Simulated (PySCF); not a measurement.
# C5H9AlClN: the cost of one run

Programs: PySCF 2.14.0, with density-fitted response routines of our own. Each step states its level of theory. These are calculated values for one molecule in the gas phase, unless marked as measured. Atoms are numbered from 0 throughout.

## (1) Starting geometry

17 atoms, charge 0, multiplicity 1; geometry from: GFN2-xTB.

Bonds of the start (Å): C0–N1 1.15, N1–Al2 1.99, Al2–Cl3 2.04, Al2–C4 2.04, C4–C5 1.49, C5–C6 1.34, C5–C7 1.50, C0–H8 1.06, Al2–H9 1.53, C4–H10 1.09, C4–H11 1.09, C6–H12 1.08, C6–H13 1.08, C7–H14 1.09, C7–H15 1.09, C7–H16 1.09.

## (2) TDDFT and polarisability: PBE0/def2-SVPD

The job: settings as JSON, then the geometry in Å.

```
{"job": {"kind": "uv", "xc": "PBE0", "basis": "def2-SVPD", "nstates": 8, "ntriplets": 3}, "charge": 0, "multiplicity": 1}
C      3.651433    -0.294148    -0.574152
N      2.846140     0.206261     0.070959
Al     1.061070     0.504438     0.903610
Cl     1.074941    -0.834076     2.445246
C      0.141832     0.079936    -0.866584
C     -1.196935     0.117812    -0.223572
C     -1.764908     1.263730     0.163217
C     -1.835106    -1.210084     0.045327
H      4.387809    -0.747869    -1.183271
H      1.074403     1.984419     1.287191
H      0.281181    -0.837521    -1.440238
H      0.273155     0.931476    -1.538653
H     -2.726983     1.291037     0.647142
H     -1.314147     2.214569    -0.070644
H     -1.134877    -1.850438     0.584100
H     -2.083399    -1.704649    -0.894023
H     -2.742606    -1.102863     0.634439
```

With the program's defaults for keys left out, this is: TDDFT PBE0/def2-SVPD, vertical, gas phase, core orbitals frozen in the response.

Started as:

```console
OMP_NUM_THREADS=1 python probes_run.py task.json out
```

The driver reads the jobs from task.json and runs them one after another.

**Question.** How long does this job take on 1 thread of Arm Neoverse V2, shared host, and how much memory does it need?

About 52 s, with a peak of 0.91 GiB.
